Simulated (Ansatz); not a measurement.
# Ba2Tl5V3O12 (C2) in Ansatz: further runs

Aim: see how the results for Ba2Tl5V3O12 move with the level of theory and the settings. Levels: PBE, PBEsol. Tasks: band structure.

Program: Ansatz 0.2.0. These are calculated values, not measurements. Logs are shortened: lines on timing, memory, paths and dates and some standing lists are left out, and cuts for length are marked.

### 1 Starting point

The structure is monoclinic, space group C2 (No. 5). The conventional cell has a = 12.980 Å, b = 13.354 Å, c = 6.079 Å, α = 90.00°, β = 109.30°, γ = 90.00°. Ba (site symmetry 2) is surrounded by 6 O at 2.58 to 2.76 Å. Around Ba (site symmetry 2) lie 8 O at 2.76 to 3.03 Å. V (site symmetry 1) is surrounded by 4 O at 1.72 to 1.75 Å. V (site symmetry 2) is surrounded by 4 O at 1.71 to 1.76 Å. Tl (site symmetry 1) has 3 O at 2.57 to 2.74 Å as nearest neighbours. Tl (site symmetry 2) is surrounded by 4 O at 2.66 to 2.69 Å. Around Tl (site symmetry 1) lie 3 O at 2.55 to 2.75 Å. O (site symmetry 1) is surrounded by 1 V at 1.75 Å.

The cell was built by a generator and needn't be a form met in nature.

### 2 Band structure, PBE, collinear spin, ferromagnetic start

Input file input:

```
crystal:
  lattice:
    - [6.48991, -6.67692, -0.04765]
    - [6.48991, 6.67692, -0.04765]
    - [-1.96739, 0.0, 5.7522]
  atoms:
    - { symbol: Ba, position: [0.47917, 0.52083, 0.0] }
    - { symbol: Ba, position: [0.79264, 0.20736, 0.0] }
    - { symbol: V, position: [0.65694, 0.94605, 0.25735], spin: 2.0 }
    - { symbol: V, position: [0.05395, 0.34306, 0.74265], spin: 2.0 }
    - { symbol: V, position: [0.57442, 0.42558, 0.5], spin: 2.0 }
    - { symbol: Tl, position: [0.49835, 0.85629, 0.63726] }
    - { symbol: Tl, position: [0.14371, 0.50165, 0.36274] }
    - { symbol: Tl, position: [0.01508, 0.98492, 0.5] }
    - { symbol: Tl, position: [0.30964, 0.12677, 0.21892] }
    - { symbol: Tl, position: [0.87323, 0.69036, 0.78108] }
    - { symbol: O, position: [0.0039, 0.26325, 0.44275] }
    - { symbol: O, position: [0.59719, 0.60676, 0.67706] }
    - { symbol: O, position: [0.91333, 0.4282, 0.84635] }
    - { symbol: O, position: [0.52536, 0.79943, 0.20594] }
    - { symbol: O, position: [0.68766, 0.41628, 0.31356] }
    - { symbol: O, position: [0.09251, 0.20316, 0.88601] }
    - { symbol: O, position: [0.58372, 0.31234, 0.68644] }
    - { symbol: O, position: [0.79684, 0.90749, 0.11399] }
    - { symbol: O, position: [0.5718, 0.08667, 0.15365] }
    - { symbol: O, position: [0.20057, 0.47464, 0.79406] }
    - { symbol: O, position: [0.73675, 0.9961, 0.55725] }
    - { symbol: O, position: [0.39324, 0.40281, 0.32294] }
hamiltonian:
  xc: pbe
  pseudopotentials: { kind: paw }
magnetization:
  spin_polarized: true
kpoints:
  mp_grid: { grid: [3, 3, 5] }
  band_path:
    path:
      - [[0.0, 0.0, 0.0], [-0.4862046389, -0.4862046389, -0.4268623399], [-0.2574465269, -0.2574465269, -0.5751034931], [-0.714962751, -0.714962751, 0.7213788133], [0.0, 0.0, 0.5], [-0.5, 0.5, 0.5], [-0.7425534731, 0.2574465269, 0.5751034931]]
      - [[-0.285037249, 0.714962751, -0.7213788133], [-0.5137953611, 0.4862046389, -0.5731376601], [-0.5, 0.5, 0.0], [0.0, 0.0, 0.0], [-0.5, 0.0, -0.5]]
      - [[-0.5, 0.0, 0.0], [0.0, 0.0, 0.0]]
    npoints: 10
scf:
  occupations: { method: fermi_dirac, width: 0.05 }
  n_extra_bands: 55
output:
  forces: true
  stress: true
  eigenvalues: true
  fatbands: false
  write_density: true
  write_potential: true
  elf: true
  volumetric_format: npy
```

Potentials or basis: Ansatz PAW.

Standard output:

```text
scf.n_extra_bands = 55 over 98 filled bands (N_el = 196.0): the run solves 153 bands
GPUs: using 1 of 1 available (devices: 1).
[... 116 lines left out ...]
  k-point 1 ↑: bands = ["-59.5431", "-59.4091", "-59.4091", "-33.5219", "-33.4883", "-33.4669", "-33.3997", "-33.3997", "-33.3551", "-33.3551", "-33.3238", "-33.3238", "-20.9195", "-20.8957", "-12.4704", "-12.2744", "-12.2254", "-12.1892", "-11.9109", "-11.8504", "-11.7991", "-11.7672", "-11.7564", "-11.7188", "-11.6791", "-11.5596", "-6.2288", "-6.1365", "-6.1263", "-6.0767", "-6.0644", "-5.9981", "-5.5032", "-5.4960", "-5.4949", "-5.4669", "-5.4609", "-5.4543", "-5.4257", "-5.4171", "-5.4070", "-5.3979", "-5.3949", "-5.3563", "-5.3477", "-5.3396", "-5.3316", "-5.3259", "-5.3127", "-5.3045", "-5.2807", "-5.2734", "-5.2638", "-5.2532", "-5.2346", "-5.2235", "-5.2182", "-0.7835", "-0.5702", "-0.4727", "-0.3438", "-0.1012", "0.9499", "1.0521", "1.0915", "1.1541", "1.2535", "1.3012", "1.3131", "1.3390", "1.4236", "1.4726", "1.5181", "1.6573", "1.7840", "1.9739", "1.9952", "2.0369", "2.1827", "2.2495", "2.4156", "2.4818", "2.5106", "2.6210", "2.7109", "2.7411", "2.9746", "3.0576", "3.1220", "3.1827", "3.3386", "3.3529", "3.4298", "3.4969", "3.6575", "3.7392", "3.7896", "3.8631", "6.9561", "7.3297", "7.5059", "7.5857", "7.6471", "7.7618", "7.7974", "7.9607", "8.0387", "8.2257", "8.5534", "8.6378", "8.7147", "8.8982", "8.9499", "8.9728", "9.1025", "9.2193", "9.3157", "9.4558", "9.5431", "9.6119", "9.7982", "10.0630", "10.1080", "10.3183", "10.4715", "10.6794", "10.9313", "11.0949", "11.1720", "11.4545", "11.5699", "11.6561", "11.7402", "11.8981", "12.0455", "12.5505", "12.6348", "12.7983", "12.9574", "13.1109", "13.3413", "13.4126", "14.0013", "14.1154", "14.2053", "14.3309", "14.4422", "14.5086", "14.5567", "14.5916", "14.6660", "14.6793", "14.7796"]
  k-point 2 ↑: bands = ["-59.5431", "-59.4091", "-59.4091", "-33.5220", "-33.4883", "-33.4669", "-33.3997", "-33.3997", "-33.3551", "-33.3551", "-33.3238", "-33.3238", "-20.9181", "-20.8949", "-12.5228", "-12.2722", "-12.2008", "-12.1643", "-11.8752", "-11.8514", "-11.7934", "-11.7851", "-11.7803", "-11.7130", "-11.6826", "-11.5674", "-6.1957", "-6.1347", "-6.1245", "-6.0768", "-6.0733", "-6.0037", "-5.4991", "-5.4963", "-5.4929", "-5.4711", "-5.4626", "-5.4509", "-5.4272", "-5.4165", "-5.4137", "-5.4041", "-5.3975", "-5.3542", "-5.3423", "-5.3407", "-5.3289", "-5.3277", "-5.3207", "-5.3046", "-5.2867", "-5.2719", "-5.2678", "-5.2556", "-5.2314", "-5.2190", "-5.2148", "-0.7815", "-0.6574", "-0.5868", "-0.2911", "-0.1483", "1.0092", "1.0414", "1.0899", "1.1692", "1.2426", "1.2995", "1.3234", "1.3501", "1.3735", "1.4942", "1.5565", "1.6432", "1.7950", "2.0144", "2.0497", "2.0695", "2.1155", "2.2637", "2.3707", "2.3936", "2.4968", "2.6124", "2.8059", "2.9046", "2.9943", "3.0843", "3.2035", "3.2739", "3.2971", "3.3857", "3.5288", "3.5365", "3.6079", "3.7084", "3.7693", "3.8659", "7.1448", "7.2629", "7.3476", "7.5427", "7.6295", "7.7541", "7.8176", "7.8984", "8.0341", "8.1141", "8.3304", "8.4992", "8.7128", "8.7484", "8.8678", "8.9100", "9.0384", "9.1436", "9.2644", "9.4412", "9.4805", "9.5647", "9.6081", "10.0563", "10.1681", "10.3154", "10.4430", "10.8355", "10.9456", "11.1544", "11.4084", "11.5090", "11.6851", "11.7815", "12.0719", "12.0903", "12.3872", "12.5475", "12.6065", "12.8786", "13.0333", "13.2975", "13.5155", "13.6177", "13.9503", "14.1734", "14.2269", "14.3277", "14.3999", "14.4700", "14.5253", "14.6023", "14.6349", "14.7067", "14.7552"]
  k-point 15 ↓: bands = ["-59.5431", "-59.4091", "-59.4091", "-33.5220", "-33.4883", "-33.4669", "-33.3997", "-33.3997", "-33.3551", "-33.3551", "-33.3238", "-33.3238", "-20.9178", "-20.8953", "-12.5240", "-12.2668", "-12.2037", "-12.1599", "-11.9049", "-11.8333", "-11.8038", "-11.7887", "-11.7691", "-11.7080", "-11.6778", "-11.5683", "-6.1981", "-6.1327", "-6.1246", "-6.0766", "-6.0686", "-6.0042", "-5.4968", "-5.4945", "-5.4915", "-5.4709", "-5.4649", "-5.4527", "-5.4294", "-5.4157", "-5.4096", "-5.4073", "-5.3986", "-5.3582", "-5.3446", "-5.3389", "-5.3307", "-5.3281", "-5.3143", "-5.3070", "-5.2867", "-5.2771", "-5.2708", "-5.2496", "-5.2324", "-5.2239", "-5.2107", "-0.8544", "-0.7146", "-0.5508", "-0.1556", "-0.1177", "1.0157", "1.0777", "1.1071", "1.1507", "1.1772", "1.2608", "1.3231", "1.3609", "1.4131", "1.5001", "1.5659", "1.6491", "1.7406", "1.9877", "2.0222", "2.0913", "2.1308", "2.2305", "2.3661", "2.3853", "2.5651", "2.6415", "2.7836", "2.9261", "2.9899", "3.0250", "3.2226", "3.2863", "3.3071", "3.3415", "3.4284", "3.4741", "3.6575", "3.7368", "3.8068", "3.8591", "7.2025", "7.2625", "7.3692", "7.5457", "7.6365", "7.7749", "7.7787", "7.8980", "8.0373", "8.1454", "8.3345", "8.4956", "8.7253", "8.8125", "8.9088", "9.0385", "9.0809", "9.1270", "9.2157", "9.3891", "9.5176", "9.5856", "9.7395", "9.8051", "9.9895", "10.3807", "10.6487", "10.8215", "10.9310", "11.1218", "11.3873", "11.5017", "11.5737", "11.6420", "11.8746", "11.9555", "12.3369", "12.4060", "12.6886", "12.8800", "13.2046", "13.3840", "13.5849", "13.6808", "13.8897", "14.1169", "14.2616", "14.3785", "14.4715", "14.4931", "14.5496", "14.6233", "14.7017", "14.7532", "14.7698"]
```

bands.tsv:

```text
[... 86 lines left out ...]
```

rho_z.tsv:

```text
# z_ang	rho[e/angstrom^3]	rho_spin[e/angstrom^3]
# format = ansatz-planar-average/11
# lattice	6.489910000	-6.676920000	-0.047650000
# lattice	6.489910000	6.676920000	-0.047650000
# lattice	-1.967390000	0.000000000	5.752200000
# sites	22
# site	56	6.489910000	0.278160487	-0.047650000
# site	56	6.489910000	-3.907867738	-0.047650000
# site	23	9.896953014	1.930364341	1.403946197
# site	23	1.115476986	1.930364341	4.252953804
# site	23	5.506215000	-0.993792773	2.828450000
# site	81	7.537752731	2.389936745	3.601098376
[... 14 lines left out ...]
# site	8	10.149712466	1.731659202	3.122843148
# site	8	4.530943929	0.063898124	1.819683686
0.000000	1.903348e-1	-9.806658e-9
0.135097	1.978436e-1	-8.723838e-9
0.270193	2.195716e-1	-4.698160e-9
0.405290	2.525067e-1	1.821371e-9
0.540386	2.907992e-1	9.331142e-9
0.675483	3.287510e-1	1.632460e-8
[... 37 lines left out ...]
5.809151	2.195716e-1	-4.698160e-9
5.944248	1.978436e-1	-8.723838e-9
```

Wall time 76 s (1 × NVIDIA H100 80GB HBM3 with 2 threads of AMD EPYC 7R13 (Zen 3), shared host); peak memory 2 GiB.

Results:

```yaml
Free_energy: -84681.4269 eV
Pressure: 0.0 GPa
Largest_force: 0.005 eV/Å
Band_gap_on_the_k_mesh: 2.90 eV, indirect (least direct gap 2.95 eV)
Band_gap_along_the_path: 2.89 eV, indirect (least direct gap 2.95 eV)
Net_moment: 0.00 μB per cell
Absolute_moment: 0.00 μB per cell
```

Forces in eV/Å, atoms in the order of the input:
```
Ba   0.000  0.004  0.000
Ba   0.000 -0.005  0.000
V   -0.002  0.001 -0.001
V    0.002  0.001  0.001
V    0.000  0.000  0.000
Tl   0.002  0.001  0.001
Tl  -0.002  0.001 -0.001
Tl   0.000  0.003  0.000
Tl  -0.002 -0.003 -0.002
Tl   0.002 -0.003  0.002
O   -0.001  0.001  0.001
O   -0.002 -0.001  0.000
O   -0.001  0.002 -0.001
O   -0.004 -0.001  0.000
O   -0.001 -0.001 -0.001
O   -0.002  0.000  0.001
O    0.001 -0.001  0.001
O    0.002  0.000 -0.001
O    0.001  0.002  0.001
O    0.004 -0.001  0.000
O    0.001  0.001 -0.001
O    0.002 -0.001  0.000
```

Levels at the corners of the path, in eV from the valence-band top:
Spin up:
| point | band 96 | band 97 | band 98 | band 99 | band 100 | band 101 |
| --- | --- | --- | --- | --- | --- | --- |
| Γ | -0.21 | -0.09 | -0.06 | 2.89 | 3.50 | 3.66 |
| Y | -0.17 | -0.15 | -0.04 | 3.24 | 3.29 | 3.51 |
| F | -0.19 | -0.15 | -0.09 | 3.25 | 3.30 | 3.43 |
| H | -0.21 | -0.15 | -0.07 | 3.24 | 3.34 | 3.43 |
| Z | -0.26 | -0.15 | -0.08 | 3.20 | 3.35 | 3.44 |
| I | -0.17 | -0.14 | -0.05 | 3.24 | 3.26 | 3.53 |
| F1 | -0.19 | -0.15 | -0.09 | 3.25 | 3.30 | 3.43 |
| H1 | -0.21 | -0.15 | -0.07 | 3.24 | 3.34 | 3.43 |
| Y1 | -0.17 | -0.15 | -0.04 | 3.24 | 3.29 | 3.51 |
| X | -0.24 | -0.19 | -0.03 | 3.27 | 3.42 | 3.53 |
| Γ | -0.21 | -0.09 | -0.06 | 2.89 | 3.50 | 3.66 |
| N | -0.23 | -0.16 | -0.07 | 3.26 | 3.31 | 3.41 |
| M | -0.24 | -0.10 | -0.02 | 3.23 | 3.39 | 3.56 |
| Γ | -0.21 | -0.09 | -0.06 | 2.89 | 3.50 | 3.66 |
Spin down:
| point | band 95 | band 96 | band 97 | band 98 | band 99 | band 100 | band 101 | band 102 |
| --- | --- | --- | --- | --- | --- | --- | --- | --- |
| Γ | -0.32 | -0.21 | -0.09 | -0.06 | 2.89 | 3.50 | 3.66 | 3.67 |
| Y | -0.28 | -0.17 | -0.15 | -0.04 | 3.24 | 3.29 | 3.51 | 3.57 |
| F | -0.28 | -0.19 | -0.15 | -0.09 | 3.25 | 3.30 | 3.43 | 3.46 |
| H | -0.34 | -0.21 | -0.15 | -0.07 | 3.24 | 3.34 | 3.43 | 3.61 |
| Z | -0.26 | -0.26 | -0.15 | -0.08 | 3.20 | 3.35 | 3.44 | 3.57 |
| I | -0.26 | -0.17 | -0.14 | -0.05 | 3.24 | 3.26 | 3.53 | 3.59 |
| F1 | -0.28 | -0.19 | -0.15 | -0.09 | 3.25 | 3.30 | 3.43 | 3.46 |
| H1 | -0.34 | -0.21 | -0.15 | -0.07 | 3.24 | 3.34 | 3.43 | 3.61 |
| Y1 | -0.28 | -0.17 | -0.15 | -0.04 | 3.24 | 3.29 | 3.51 | 3.57 |
| X | -0.30 | -0.24 | -0.19 | -0.03 | 3.27 | 3.42 | 3.53 | 3.59 |
| Γ | -0.32 | -0.21 | -0.09 | -0.06 | 2.89 | 3.50 | 3.66 | 3.67 |
| N | -0.25 | -0.23 | -0.16 | -0.07 | 3.26 | 3.31 | 3.41 | 3.49 |
| M | -0.31 | -0.24 | -0.10 | -0.02 | 3.23 | 3.39 | 3.56 | 3.68 |
| Γ | -0.32 | -0.21 | -0.09 | -0.06 | 2.89 | 3.50 | 3.66 | 3.67 |

Caveat: the pressure holds a Pulay correction of +0.3 GPa for the finite cutoff; spin-orbit coupling is left out, which as a rule narrows the gap of such compounds by several tenths of an eV; the starting moments weren't kept.

### 3 Band structure, PBEsol, collinear spin, ferromagnetic start

input: that of step 2 with these lines changed.

```diff
@@ -29,3 +29,3 @@
 hamiltonian:
-  xc: pbe
+  xc: pbesol
   pseudopotentials: { kind: paw }
@@ -49,5 +49 @@
   fatbands: false
-  write_density: true
-  write_potential: true
-  elf: true
-  volumetric_format: npy
```

Potentials or basis: Ansatz PAW.

It used 44 s of CPU time on 1 × NVIDIA H100 80GB HBM3 with 2 threads of AMD EPYC 7R13 Processor (Zen 3), on a shared host, which was overloaded at the time.

The run converged. Its results:

```yaml
Free_energy: -83603.0484 eV
Pressure: -2.7 GPa
Largest_force: 0.320 eV/Å
Band_gap_on_the_k_mesh: 2.86 eV, indirect (least direct gap 2.91 eV)
Band_gap_along_the_path: 2.84 eV, indirect (least direct gap 2.91 eV)
Net_moment: 0.00 μB per cell
Absolute_moment: 0.00 μB per cell
```

Forces on the atoms (eV/Å):
```
Ba   0.000 -0.030  0.000
Ba   0.000  0.035  0.000
V    0.005  0.002 -0.006
V   -0.005  0.002  0.006
V    0.000  0.045  0.000
Tl   0.137 -0.228 -0.061
Tl  -0.137 -0.228  0.061
Tl   0.000  0.314  0.000
Tl   0.218  0.049  0.001
Tl  -0.218  0.049 -0.001
O    0.042  0.022  0.258
O   -0.103 -0.138 -0.112
O    0.101 -0.229 -0.112
O    0.258 -0.018  0.096
O   -0.242  0.164  0.132
O    0.121  0.192 -0.161
O    0.242  0.164 -0.132
O   -0.121  0.192  0.161
O   -0.101 -0.229  0.112
O   -0.258 -0.018 -0.096
O   -0.042  0.022 -0.258
O    0.103 -0.138  0.112
```

Stress tensor (GPa, compression positive):
```
-2.76  0.00  0.10
 0.00 -2.61  0.00
 0.10  0.00 -2.73
```

Levels at the corners of the path, in eV from the valence-band top:
Spin up:
```
point  band 96  band 97  band 98  band 99  band 100  band 101
    Γ    -0.21    -0.09    -0.07     2.84      3.49      3.63
    Y    -0.17    -0.14    -0.04     3.20      3.25      3.48
    F    -0.18    -0.15    -0.09     3.21      3.27      3.40
    H    -0.21    -0.15    -0.07     3.21      3.32      3.38
    Z    -0.25    -0.16    -0.08     3.16      3.33      3.41
    I    -0.17    -0.14    -0.05     3.19      3.24      3.51
   F1    -0.18    -0.15    -0.09     3.21      3.27      3.40
   H1    -0.21    -0.15    -0.07     3.21      3.32      3.38
   Y1    -0.17    -0.14    -0.04     3.20      3.25      3.48
    X    -0.24    -0.19    -0.03     3.24      3.39      3.50
    Γ    -0.21    -0.09    -0.07     2.84      3.49      3.63
    N    -0.23    -0.16    -0.07     3.23      3.29      3.37
    M    -0.24    -0.10    -0.02     3.19      3.37      3.53
    Γ    -0.21    -0.09    -0.07     2.84      3.49      3.63
```
Spin down:
```tsv
point	band 95	band 96	band 97	band 98	band 99	band 100	band 101	band 102
Γ	-0.32	-0.21	-0.09	-0.07	2.84	3.49	3.63	3.65
Y	-0.28	-0.17	-0.14	-0.04	3.20	3.25	3.48	3.54
F	-0.28	-0.18	-0.15	-0.09	3.21	3.27	3.40	3.42
H	-0.34	-0.21	-0.15	-0.07	3.21	3.32	3.38	3.59
Z	-0.26	-0.25	-0.16	-0.08	3.16	3.33	3.41	3.54
I	-0.26	-0.17	-0.14	-0.05	3.19	3.24	3.51	3.56
F1	-0.28	-0.18	-0.15	-0.09	3.21	3.27	3.40	3.42
H1	-0.34	-0.21	-0.15	-0.07	3.21	3.32	3.38	3.59
Y1	-0.28	-0.17	-0.14	-0.04	3.20	3.25	3.48	3.54
X	-0.30	-0.24	-0.19	-0.03	3.24	3.39	3.50	3.57
Γ	-0.32	-0.21	-0.09	-0.07	2.84	3.49	3.63	3.65
N	-0.25	-0.23	-0.16	-0.07	3.23	3.29	3.37	3.45
M	-0.31	-0.24	-0.10	-0.02	3.19	3.37	3.53	3.65
Γ	-0.32	-0.21	-0.09	-0.07	2.84	3.49	3.63	3.65
```

Caveat: the pressure holds a Pulay correction of +0.3 GPa for the finite cutoff; spin-orbit coupling is left out, which as a rule narrows the gap of such compounds by several tenths of an eV; the PAW data sets come from PBE, with cores solved anew for the run's functional, which leaves a small shift of forces and pressure; the starting moments weren't kept. A hybrid or GW would open this gap; PBEsol tends to underestimate it.

### 4 For comparison

An earlier run on the cell as given: functional PBE; potentials or basis Ansatz PAW; cutoff 420 eV (not typed: the program's choice for these potentials); k mesh 3 × 3 × 5; occupations fermi-dirac, width 0.05 eV; collinear spin, ferromagnetic start; starting moments [0.0, 0.0, 2.0, 2.0, 2.0, 0.0, 0.0, 0.0, 0.0, 0.0, 0.0, 0.0, 0.0, 0.0, 0.0, 0.0, 0.0, 0.0, 0.0, 0.0, 0.0, 0.0] μB.

* Pressure: 0.0 GPa
* Largest force: 0.005 eV/Å
* Band gap on the k mesh: 2.90 eV, indirect (least direct gap 2.95 eV)
* Net moment: 0.00 μB per cell
* Absolute moment: 0.00 μB per cell

### 5 Summary

```tsv
task	level	points for each segment of the path	gap on the mesh (eV)	pressure (GPa)	moment (μB)
band structure	PBE	10	2.90	0.0	0.00
band structure	PBEsol	10	2.86	-2.7	0.00
single point	PBE	-	2.90	0.0	0.00
```

Alike in all rows: potentials or basis Ansatz PAW; spin collinear, ferromagnetic start; cell as given; k mesh 3 × 3 × 5; cutoff (eV) 420; smearing fermi-dirac 0.05 eV.

On the cell as given the gap runs from 2.84 eV (PBEsol) to 2.90 eV (PBE). The pressure there spans -2.7 GPa (PBEsol) to 0.0 GPa (PBE); a positive pressure means that this level wants a larger cell, a negative one a smaller.

Caveats: spin-orbit coupling is left out, which as a rule narrows the gap of such compounds by several tenths of an eV; the starting moments weren't kept; the PAW data sets come from PBE, with cores solved anew for the run's functional, which leaves a small shift of forces and pressure (some runs); odd divisions of the mesh miss points on the zone boundary, where band edges often lie, so the gap on the mesh can be too wide (some runs).

Total energies depend on the potentials used, so only differences within one code and one set of settings carry meaning.
